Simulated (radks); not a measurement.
# Rb⁺ in [Ar] 3d9 4s2 4p6 5s1: an all-electron calculation

An exercise on one series of results from a longer session: the logs are not shown, and one member is left open.

Method: scalar-relativistic Kohn-Sham, BLYP, spin-polarised, spherical densities, finite nucleus; open shells are filled with parallel spins first. Code: radks (a radial shooting solver on a logarithmic mesh, Libxc functionals) version 1.

### Starting point

| Property | Result |
| --- | --- |
| element | rubidium (Z = 37) |
| charge | +1 |
| electrons | 36 |
| configuration | [Ar] 3d9 4s2 4p6 5s1 |
| nuclear rms radius | 4.2036 fm |

The outer shells:

Rb⁺
```
[Ar] core
3d [↑↓][↑↓][↑↓][↑↓][↑ ]
4s [↑↓]
4p [↑↓][↑↓][↑↓]
5s [↑ ]
```

Set-up of the first run:

Settings of this run:

```text
Z 37
configuration [Ar] 3d9 4s2 4p6 5s1
relativity scalar-relativistic
functional b88,lyp
spin polarised
nucleus finite rms 4.2036 fm
c 137.035999084
```

On the command line:

```bash
$ python run_ks.py task.json out
```

All runs below come from this command, one after another.

One table of the session follows, with a row left open; its other results are not shown here.

It belongs to the step «Radial structure». Radial moments (bohr):

| level | <r> | outermost maximum (interpolated) | 90 % within | nodes |
| --- | --- | --- | --- | --- |
| 1s up | 0.04029 | 0.0263 | 0.0721 | 0 |
| 1s down | 0.04029 | 0.0263 | 0.0721 | 0 |
| 2s up | 0.1779 | 0.150 | 0.275 | 1 |
| 2s down | 0.1778 | 0.150 | 0.275 | 1 |
| 2p up | 0.1551 | 0.120 | 0.253 | 0 |
| 2p down | 0.1550 | 0.120 | 0.253 | 0 |
| 3s up | 0.5063 | 0.449 | 0.751 | 2 |
| 3s down | 0.5068 | 0.449 | 0.751 | 2 |
| 3p up | 0.5126 | 0.444 | 0.778 | 1 |
| 3p down | 0.5133 | 0.444 | 0.779 | 1 |
| 3d up | 0.5108 | 0.388 | 0.826 | 0 |
| 3d down | ? | ? | ? | ? |
| 4s up | 1.380 | 1.21 | 2.02 | 3 |
| 4s down | 1.383 | 1.22 | 2.03 | 3 |
| 4p up | 1.588 | 1.35 | 2.38 | 2 |
| 4p down | 1.589 | 1.35 | 2.38 | 2 |
| 5s up | 3.890 | 3.45 | 5.64 | 4 |

Q: Estimate the row for 3d down from the others.

**Answer.** <r>: 0.5124; outermost maximum (interpolated): 0.388; 90 % within: 0.830; nodes: 0. In the column «<r>» it lies between 3d up (0.5108) and 3p up (0.5126).
